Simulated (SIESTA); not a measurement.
# Re in SIESTA: convergence with k mesh

Input of the first run (k mesh 3 × 3 × 1); the others differ in this setting and in those tied to it:

Re.fdf

```
SystemName                      Re
SystemLabel                     Re
NumberOfSpecies                 1
NumberOfAtoms                   5
%block ChemicalSpeciesLabel
  1  75 Re
%endblock ChemicalSpeciesLabel

LatticeConstant                 1.0 Ang
%block LatticeVectors
     2.7678463049     0.0000000000     0.0000000000
    -1.3839231524     2.3970252137     0.0000000000
     0.0000000000     0.0000000000    23.9295344977
%endblock LatticeVectors
AtomicCoordinatesFormat         Fractional
%block AtomicCoordinatesAndAtomicSpecies
     0.6666666667     0.3333333333     0.3134202214  1  Re
     0.0000000000     0.0000000000     0.4066492146  1  Re
     0.6666666667     0.3333333333     0.5000000000  1  Re
     0.3333333333     0.6666666667     0.5933507854  1  Re
     0.6666666667     0.3333333333     0.6865797786  1  Re
%endblock AtomicCoordinatesAndAtomicSpecies

%block kgrid.MonkhorstPack
    3   0   0  0.0
    0   3   0  0.0
    0   0   1  0.0
%endblock kgrid.MonkhorstPack
XC.Functional                   LDA
XC.Authors                      PW92
PAO.BasisSize                   DZP
PAO.EnergyShift                 0.003 Ry
Mesh.Cutoff                     800 Ry
OccupationFunction              FD
ElectronicTemperature           0.05 eV
Slab.DipoleCorrection           vacuum
MaxSCFIterations                120
SCF.MustConverge                false
SCF.Mixer.Method                Pulay
SCF.Mixer.Weight                0.25
SCF.Mixer.History               8
SCF.DM.Tolerance                5.0e-05
SCF.H.Tolerance                 1.0e-03 eV
WriteForces                     true
Charge.Mulliken                 end
%block PAO.Basis
  Re 5
  n=5 0 2
    2.955 0.000
  n=6 0 2
    7.239 0.000
  n=5 1 2
    3.532 0.000
  n=6 1 1
    7.239
  n=5 2 2
    6.217 0.000
%endblock PAO.Basis
```

Potentials or basis: PseudoDojo 0.4 standard (LDA files), DZP (energy shift 0.003 Ry; two zetas on semicore shells).

Command:

```console
$ siesta < Re.fdf > Re.out 2>&1
```

The slab is cut from a database's or a generator's crystal, which needn't be the stable form of the element.

Hardware: 1 thread of Arm Neoverse V2, on a shared host.

| k mesh | energy less the tightest run, at zero smearing (meV/atom) | largest force (eV/Å) | SCF cycles | CPU time (s) | peak memory (GiB) |
| --- | --- | --- | --- | --- | --- |
| 3 × 3 × 1 | 209.47 | 1.403 | 15 | 100 | 0.58 |
| 4 × 4 × 1 | -69.10 | 1.792 | 17 | 120 | 0.58 |
| 6 × 6 × 1 | 13.92 | 1.375 | 16 | 110 | 0.57 |
| 8 × 8 × 1 | 9.38 | 1.485 | 17 | 120 | 0.57 |
| 9 × 9 × 1 | -0.80 | 1.395 | 15 | 110 | 0.58 |
| 11 × 11 × 1 | 0.96 | 1.378 | 15 | 120 | 0.58 |
| 14 × 14 × 1 | 0.00 | 1.412 | 15 | 130 | 0.58 |

Against the tightest run, the energy stays within 1 meV/atom from 9 × 9 × 1 on. Not settled before the last step: the largest force (to 0.005 eV/Å). Meshes of other sizes hit other points, so gaps and Fermi surfaces needn't settle smoothly. The tightest run that finished is the yardstick and may itself not be fully converged.

Caveat, for the tightest run too: the basis of atomic orbitals isn't converged, which shifts pressures, moduli and gaps. Spin-orbit coupling is left out, which matters for the levels of Re.
